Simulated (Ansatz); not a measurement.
## ClH5N2Si, SMILES N[SiH](N)Cl: harmonic frequencies at the relaxed geometry

Computed with Ansatz's Python interface.

`clh5n2si.xyz`
```text
9

N    -0.56824    1.26129   -0.38537
Si    0.38228   -0.16812   -0.37236
N     0.09949   -0.86187    1.17364
Cl   -0.28712   -1.23408   -1.96927
H    -0.74770    1.73053   -1.25704
H    -0.45204    1.92648    0.35981
H     1.83094   -0.06228   -0.50586
H     0.58627   -1.70442    1.42882
H    -0.84388   -0.88754    1.52763
```

`freq.py`
```python
# -*- coding: utf-8 -*-
"""Vibrations of ClH5N2Si."""

import logging
import sys

import ansatz as az
import numpy as np

logging.basicConfig(stream=sys.stdout, format="%(levelname)s %(message)s")
logger = logging.getLogger("ansatz_job")
logger.setLevel(logging.INFO)


def main():
    system = az.Crystal.molecule_from_extxyz("clh5n2si.xyz")

    calculation = (
        system.calculation()
        .basis(gaussian="def2-SVP")  # atom-centred Gaussian functions
        .functional("pbe0", dispersion="d3bj")  # level of theory
    )
    symbols = [site.symbol for site in system.cartesian_sites]
    start = np.array([site.position_ang for site in system.cartesian_sites], dtype=float)
    report = calculation.relax(force_tolerance=0.003, max_steps=100).run(threads=1).report
    end = np.array(report["positions_ang"])

    logger.info("bond        before    after (A)")
    for i, j in [(0, 1), (0, 4), (0, 5), (1, 2), (1, 3), (1, 6), (2, 7), (2, 8)]:
        d0, d1 = (np.linalg.norm(xyz[i] - xyz[j]) for xyz in (start, end))
        print(f"{symbols[i]}{i}-{symbols[j]}{j}".ljust(10), f"{d0:8.4f} {d1:8.4f}")

    # frequencies need a stationary point, so they are taken at the relaxed geometry
    minimum = az.Crystal.molecule()
    for symbol, xyz in zip(symbols, end):
        minimum = minimum.atom(symbol, xyz.tolist())
    vibrating = (
        minimum.calculation()
        .basis(gaussian="def2-SVP")
        .functional("pbe0", dispersion="d3bj")  # level of theory
        .phonons(temperatures=(200, 600, 100))
    )
    vib = vibrating.run(threads=1).report["vibrations"]
    sums = vib["harmonic_sums"]
    modes = [m["omega_inv_cm"] for m in sums["modes_at_gamma"] if m["rigid_motion"] == "no"]
    print("frequencies (1/cm):", " ".join(f"{w:.0f}" for w in modes))
    print("imaginary modes:", sum(w < 0 for w in modes), " zero-point energy:", round(sums["zero_point_energy_ev"], 4), "eV")
    logger.info("T (K)   F_vib (eV)   S_vib (meV/K)   C_vib (meV/K)")
    for row in zip(sums["temperatures_k"], sums["vibrational_free_energy_ev"], vib["entropy_ev_per_k"], vib["heat_capacity_ev_per_k"]):
        logger.info(f"{row[0]:6.1f} {row[1]:11.4f} {1000 * row[2]:13.4f} {1000 * row[3]:15.4f}")


if __name__ == "__main__":
    main()
```

```console
$ python freq.py
INFO bond        before    after (A)
N0-Si1       1.7166   1.7119
N0-H4        1.0061   1.0123
N0-H5        1.0056   1.0131
Si1-N2       1.7180   1.7093
Si1-Cl3      2.0333   2.0897
Si1-H6       1.4586   1.4889
N2-H7        1.0060   1.0134
N2-H8        1.0079   1.0142
frequencies (1/cm): 203 213 264 302 339 399 444 519 745 774 832 894 903 967 1525 1536 2251 3613 3625 3718 3733
imaginary modes: 0  zero-point energy: 1.7232 eV
INFO T (K)   F_vib (eV)   S_vib (meV/K)   C_vib (meV/K)
INFO  200.0      1.7056        0.2777          0.4805
INFO  300.0      1.6658        0.5185          0.7111
INFO  400.0      1.6023        0.7475          0.8799
INFO  500.0      1.5169        0.9578          1.0034
INFO  600.0      1.4114        1.1493          1.0972
```

The frequencies are harmonic and unscaled, in a modest basis. The result belongs to the one conformer reached from this start, and soft torsions count as harmonic oscillators. Run time: 2.8 min on 1 thread of Arm Neoverse V1, on a shared host, peak memory 0.26 GiB.

(A comment or docstring line of the script was reworded after the run, the code is as it ran; lines on the test bed's own set-up are left out of the output.)
